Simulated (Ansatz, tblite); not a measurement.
**2x2x4 KCl rock-salt block (K8Cl8): a ladder of methods and basis sets**

How do method and basis change the picture of 2x2x4 KCl rock-salt block (K8Cl8) (singlet)?

The runs use Ansatz 0.2.0, Gaussian basis; as each input shows.

Levels to be run: GFN1-xTB, GFN2-xTB, PBE-D4/def2-SVP, r2SCAN-D4/def2-SVP, HF/STO-3G, HF/6-31G, B3LYP-D4/6-31G.

12 further runs of the same task are left out: 12 that didn't finish. Runs told in other sessions of the task aren't counted.

### 1 The structure

The geometry is that of the singlet, from an earlier relaxation (PBE-D4/def2-SVP).

16 atoms, charge 0, spin multiplicity 1.

Bond lengths: K1–Cl2 2.999 Å, K1–Cl5 2.979 Å, K1–Cl9 2.979 Å, Cl2–K3 3.032 Å, Cl2–K6 3.117 Å, Cl2–K10 3.117 Å, K3–Cl4 3.022 Å, K3–Cl7 3.117 Å, K3–Cl11 3.117 Å, Cl4–K8 2.979 Å, Cl4–K12 2.979 Å, Cl5–K6 3.022 Å, Cl5–K13 2.979 Å, K6–Cl7 3.032 Å, K6–Cl14 3.117 Å, Cl7–K8 2.999 Å, Cl7–K15 3.117 Å, K8–Cl16 2.979 Å and more. Angles: Cl2–K1–Cl5 93.6°, Cl2–K1–Cl9 93.6°, Cl5–K1–Cl9 92.8°, K1–Cl2–K3 174.5°, K1–Cl2–K6 86.9°, K1–Cl2–K10 86.9°, K3–Cl2–K6 89.1°, K3–Cl2–K10 89.1°, K6–Cl2–K10 87.6°, Cl2–K3–Cl4 178.2°, Cl2–K3–Cl7 90.8°, Cl2–K3–Cl11 90.8°, Cl4–K3–Cl7 90.4°, Cl4–K3–Cl11 90.4°, Cl7–K3–Cl11 92.4°, K3–Cl4–K8 89.0°, K3–Cl4–K12 89.0°, K8–Cl4–K12 87.2° and more.

Coordinates:

```xyz
16
Cl8K8
K    -1.45773   -1.45070   -4.49577
Cl   -1.59448   -1.58872   -1.50353
K    -1.52651   -1.52303    1.52699
Cl   -1.52422   -1.52302    4.54870
Cl   -1.52666    1.52738   -4.54646
K    -1.52449    1.52745   -1.52473
Cl   -1.58760    1.59334    1.50588
K    -1.44683    1.45484    4.49792
Cl    1.52012   -1.52801   -4.54840
K     1.52187   -1.52758   -1.52673
Cl    1.58966   -1.59315    1.50369
K     1.45383   -1.45430    4.49590
K     1.45125    1.45009   -4.49805
Cl    1.59189    1.58860   -1.50605
K     1.52860    1.52322    1.52447
Cl    1.53130    1.52359    4.54615
```

PBE0-D4/def2-SVP was run before; its log isn't repeated, and its numbers join the tables.

### 2 GFN1-xTB

Tight binding, by tblite at 300 K electronic temperature and without a spin-polarisation term:

```python
tblite.interface.Calculator('GFN1-xTB', numbers, positions, charge=0, uhf=0).singlepoint()
```

Energy -1022.9395 eV, HOMO -12.53 eV, LUMO -8.82 eV; 0.087 s.

### 3 GFN2-xTB

Tight binding, by tblite at 300 K electronic temperature and without a spin-polarisation term:

```python
tblite.interface.Calculator('GFN2-xTB', numbers, positions, charge=0, uhf=0).singlepoint()
```

Energy -1059.4496 eV, HOMO -10.44 eV, LUMO -8.69 eV; 0.18 s.

### 4 PBE-D4/def2-SVP

start.molden holds the orbitals of an earlier run on this state, given as this run's starting guess.

File in.yaml:

```yaml
crystal:
  periodic: [false, false, false]
  atoms:
    - {symbol: K, position_ang: [-1.457732, -1.450699, -4.495773]}
    - {symbol: Cl, position_ang: [-1.594481, -1.588720, -1.503529]}
    - {symbol: K, position_ang: [-1.526505, -1.523025, 1.526985]}
    - {symbol: Cl, position_ang: [-1.524219, -1.523023, 4.548704]}
    - {symbol: Cl, position_ang: [-1.526662, 1.527379, -4.546457]}
    - {symbol: K, position_ang: [-1.524488, 1.527454, -1.524734]}
    - {symbol: Cl, position_ang: [-1.587598, 1.593336, 1.505884]}
    - {symbol: K, position_ang: [-1.446830, 1.454845, 4.497921]}
    - {symbol: Cl, position_ang: [1.520120, -1.528013, -4.548404]}
    - {symbol: K, position_ang: [1.521874, -1.527583, -1.526726]}
    - {symbol: Cl, position_ang: [1.589657, -1.593152, 1.503689]}
    - {symbol: K, position_ang: [1.453831, -1.454301, 4.495899]}
    - {symbol: K, position_ang: [1.451253, 1.450088, -4.498053]}
    - {symbol: Cl, position_ang: [1.591889, 1.588604, -1.506054]}
    - {symbol: K, position_ang: [1.528599, 1.523224, 1.524474]}
    - {symbol: Cl, position_ang: [1.531301, 1.523587, 4.546154]}
basis:
  gaussian: {orbitals: def2-SVP, initial_orbitals: start.molden}
hamiltonian: {xc: pbe, dispersion: d4}
scf: {omitted_lower_state_checks: [starts]}
output: {orbitals: {seedname: orbitals}}
```

Command:

```
> ansatz run in.yaml --threads 4 --pin off --events-out ev --progress --plain --max-ram 6963MiB
```

After this run come: r2SCAN-D4/def2-SVP; HF/STO-3G; HF/6-31G; B3LYP-D4/6-31G.

Before running them: what should the planned runs give, taken together? Wanted: gap in def2-SVP, named functionals, smallest and largest; binding an atom, functionals in def2-SVP.

The runs gave:

| quantity | value |
| --- | --- |
| gap in def2-SVP, named functionals, smallest and largest | 4.45 eV (PBE-D4), 6.33 eV (PBE0-D4) |
| binding an atom, functionals in def2-SVP | 3.05 (PBE0-D4) to 3.13 eV (r2SCAN-D4) |

**Reading.** Over the named functionals in def2-SVP the gap runs from 4.45 eV (PBE-D4) to 6.33 eV (PBE0-D4); exact exchange widens it.
